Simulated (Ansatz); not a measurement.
# SiGeH₃ (doublet): from a generated start to a stationary point

Where does this start of SiGeH₃ (doublet) end when it is relaxed?

Program: Ansatz 0.2.0, Gaussian basis. Level of theory: UKS PBE0/def2-TZVP. These are calculated values, not measurements.

## (1) Where the work starts

5 atoms, charge 0, spin multiplicity 2.

Atoms are counted from 1 here; the program's logs count them from 0.

Bond lengths: Si1–Ge2 2.332 Å, Si1–H3 1.510 Å, Ge2–H4 1.623 Å, Ge2–H5 1.590 Å. Angles: Ge2–Si1–H3 95.4°, Si1–Ge2–H4 164.6°, Si1–Ge2–H5 103.0°, H4–Ge2–H5 91.9°.

Coordinates:

```xyz
5

Si   -1.63186   -0.45491   -0.05859
Ge    0.61407    0.16599    0.02329
H    -2.16999    0.95403    0.00683
H     2.01255    0.98915   -0.01667
H     1.37291   -1.23012   -0.03600
```

The start was built by rule and, where that kept it together, relaxed with GFN2-xTB. Sticks and bond lists go by distance. No spin-orbit coupling is included. 

## (2) The run

in.yaml reads:

```yaml
crystal:
  periodic: [false, false, false]
  atoms:
    - {symbol: Si, position_ang: [-1.631855, -0.454906, -0.058592]}
    - {symbol: Ge, position_ang: [0.614074, 0.165990, 0.023290]}
    - {symbol: H, position_ang: [-2.169987, 0.954030, 0.006831]}
    - {symbol: H, position_ang: [2.012552, 0.989152, -0.016668]}
    - {symbol: H, position_ang: [1.372911, -1.230118, -0.036001]}
basis:
  gaussian: {orbitals: def2-TZVP}
magnetization: {spin_polarized: true, initial_magnetization: 1}
hamiltonian: {xc: pbe0}
relax: {f_tol: 0.004, max_steps: 80}
```

Run with:

```sh
$ ansatz run in.yaml --threads 1 --pin off --events-out ev --progress --plain --max-ram 1740MiB
```

Before running it: what results should come out? Wanted: energy gained; shift from the start; total energy; dipole moment; ⟨S²⟩.

**Answer**, as computed:

```
                  quantity           value
                     steps              13
             energy gained        0.394 eV
shift from the start (rms)         0.366 Å
              total energy  -64431.9488 eV
             dipole moment          0.98 D
                      ⟨S²⟩           0.778
```

What this shows: The bonds of the start are those of the end. Ge2–H4 went from 1.623 to 1.547 Å. No vibrations were run, so this is a stationary point, not a proven minimum, and this spin need not be the ground state's.
